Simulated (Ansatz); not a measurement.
## CIn (charge +1): a geometry optimisation

Computed with the Python package of Ansatz (0.2.0).

Script `cin_opt.py`:
```python
"""Relax the CIn(+) molecule."""

import argparse
import itertools

import ansatz as az
from ase.data import atomic_numbers, covalent_radii
import numpy as np
import pandas as pd

parser = argparse.ArgumentParser(description="Relax the CIn(+) molecule.")
parser.add_argument("--basis-set", default="def2-SVP", help="basis")
parser.add_argument("--functional", required=True, help="exchange-correlation functional")
parser.add_argument("--net-charge", type=int, required=True, help="electrons removed")
args = parser.parse_args()

geometry = (
    az.Crystal.molecule()
    .atom("In", (0.0, 0.0, 0.0))
    .atom("C", (0.0, 0.0, 2.2))
)

calculation = geometry.calculation()
calculation = calculation.basis(gaussian=args.basis_set)
calculation = calculation.functional(args.functional)
calculation = calculation.charge(args.net_charge)
calculation = calculation.spin("collinear", total=2)
symbols = [site.symbol for site in geometry.cartesian_sites]
start = np.array([site.position_ang for site in geometry.cartesian_sites], dtype=float)
def progress(event):
    if event["event"] == "relax_step":
        row = event["data"]
        print(f"step {row['step']:3d}  E = {row['lagrangian_ev']:.6f} eV  largest force component {row['allowed_force_max_ev_ang']:.4f} eV/A")


data = calculation.relax(force_tolerance=0.01, max_steps=100).session().plan().execute(on_event=progress).report
end = np.array(data["positions_ang"])

print(f"E = {data['free_energy_ev']:.6f} eV = {data['free_energy_ev'] / 27.211386246:.7f} Ha")
print("converged:", data["converged"], " doubts:", data["published_state_doubts"] or "none")

# pairs closer than 1.2 times the sum of covalent radii, before or after
radius = [covalent_radii[atomic_numbers[s]] for s in symbols]
span = lambda where, i, j: np.linalg.norm(where[i] - where[j])
bonded = [(i, j) for i, j in itertools.combinations(range(len(symbols)), 2) if min(span(start, i, j), span(end, i, j)) < 1.2 * (radius[i] + radius[j])]
print("pair        before    after (A)")
for i, j in bonded:
    print(f"{symbols[i]}{i}-{symbols[j]}{j}".ljust(10), f"{span(start, i, j):8.4f} {span(end, i, j):8.4f}")

charges = data["charge_distribution"]
table = pd.DataFrame({"atom": symbols, "mulliken": charges["mulliken_charges_e"], "lowdin": charges["lowdin_charges_e"]})
print(table.round(3).to_string())
print("dipole (e A):", np.round(charges["dipole_moment_e_ang"], 4) + 0.0)
with open("cin_opt.xyz", "w") as handle:
    handle.write(f"{len(symbols)}\nrelaxed CIn(+)\n")
    handle.writelines(f"{s:2s} {x:11.6f} {y:11.6f} {z:11.6f}\n" for s, (x, y, z) in zip(symbols, end))
```

```console
$ python cin_opt.py --functional pbe0 --net-charge 1
step   1  E = -6195.255958 eV  largest force component 0.5559 eV/A
step   2  E = -6195.279695 eV  largest force component 0.2197 eV/A
step   3  E = -6195.285590 eV  largest force component 0.0361 eV/A
step   4  E = -6195.285793 eV  largest force component 0.0014 eV/A
E = -6195.285818 eV = -227.6725545 Ha
converged: True  doubts: none
pair        before    after (A)
In0-C1       2.2000   2.3216
  atom  mulliken  lowdin
0   In     0.954   0.826
1    C     0.046   0.174
dipole (e A): [ 0.     0.    -0.212]
```

It writes `cin_opt.xyz`:
```text
2
relaxed CIn(+)
In   -0.000000   -0.000000   -0.060783
C     0.000000    0.000000    2.260783
```

Caveats:
- Total energies depend on the basis set; only differences at equal settings carry meaning.
- The end point is the stationary point reached from this start; no frequency run checks that it is a minimum, and the basis set is modest.
- def2 sets replace the cores of elements past krypton by effective core potentials.
- The species is open-shell (spin multiplicity 3).
- The Löwdin charges here are taken after orthogonalising the functions within each atom; they differ from plain Löwdin charges, and their signs can be unphysical.
- An ion's dipole depends on the origin; the program takes it about the centre of nuclear charge.
- The spin state was assumed, and another may lie lower.
- Wall time of the script: 8.4 s on 1 thread of Arm Neoverse V2 (shared host), peak memory 0.22 GiB.

(A comment or docstring line of the script was reworded after the run, the code is as it ran; lines on the test bed's own set-up are left out of the output.)
